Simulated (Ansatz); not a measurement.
Working through a rigid scan of one bond angle of CH₅InSe, SMILES [CH3][InH][SeH]

Computed with the Ansatz DFT code, driven from Python.

Notebook, run cell by cell (the value of a cell's last expression is shown):

**Cell 1**
```python
import ansatz as az
from ase import Atoms
```

**Cell 2**
```python
BASIS = 'def2-SVP'
FUNCTIONAL = 'CAM-B3LYP'
FORCE_TOL = 0.02

atoms = Atoms(['C', 'In', 'Se', 'H', 'H', 'H', 'H', 'H'], positions=[
    (-1.32252, -0.01899, -0.05771),
    (0.7276, 0.76843, 0.30069),
    (2.65201, -0.79483, -0.19721),
    (-2.06561, 0.77327, -0.01833),
    (-1.33051, -0.48857, -1.04069),
    (-1.54113, -0.76971, 0.7009),
    (1.1706, 2.34803, 0.89001),
    (1.70956, -1.81763, -0.57767),
])
```

**Cell 3**
```python
# start the scan from a relaxed geometry
first = (
    az.Crystal.molecule_from_ase(atoms).calculation()
    .basis(gaussian=BASIS)
    .functional(FUNCTIONAL)
    .accuracy('medium')
    .scf(lower_state_search='light')
    .relax(force_tolerance=FORCE_TOL, max_steps=80)
)
atoms.positions = first.run(threads=1, pin='off').report['positions_ang']

rows = []
for angle in [90, 100, 110, 120, 135, 150, 165, 179]:
    bent = atoms.copy()
    bent.set_angle(1, 2, 7, angle, indices=[7])
    calc = (
        az.Crystal.molecule_from_ase(bent).calculation()
        .basis(gaussian=BASIS)
        .functional(FUNCTIONAL)
        .accuracy('medium')
        .scf(lower_state_search='light')
    )
    rows.append((angle, calc.run(threads=1, pin='off').report['free_energy_ev']))
floor = min(e for _, e in rows)
for angle, e in rows:
    print(f'angle In1-Se2-H7 = {angle:3d} deg   {1000 * (e - floor):9.1f} meV')
```
Output:
```text
angle In1-Se2-H7 =  90 deg         0.0 meV
angle In1-Se2-H7 = 100 deg        11.1 meV
angle In1-Se2-H7 = 110 deg       102.5 meV
angle In1-Se2-H7 = 120 deg       266.1 meV
angle In1-Se2-H7 = 135 deg       620.6 meV
angle In1-Se2-H7 = 150 deg      1045.1 meV
angle In1-Se2-H7 = 165 deg      1424.1 meV
angle In1-Se2-H7 = 179 deg      1589.5 meV
```

Notes:
- These settings explore the input space; basis and method may be short of convergence.
- The scan is rigid, and the energies are electronic, in a modest basis. The zero is the lowest point of the grid, which needn't be the minimum.
- def2 sets replace the cores of elements past krypton by effective core potentials.
- Hardware and time: 69 s on 1 thread of Arm Neoverse V2 (shared host), peak memory 0.35 GiB.
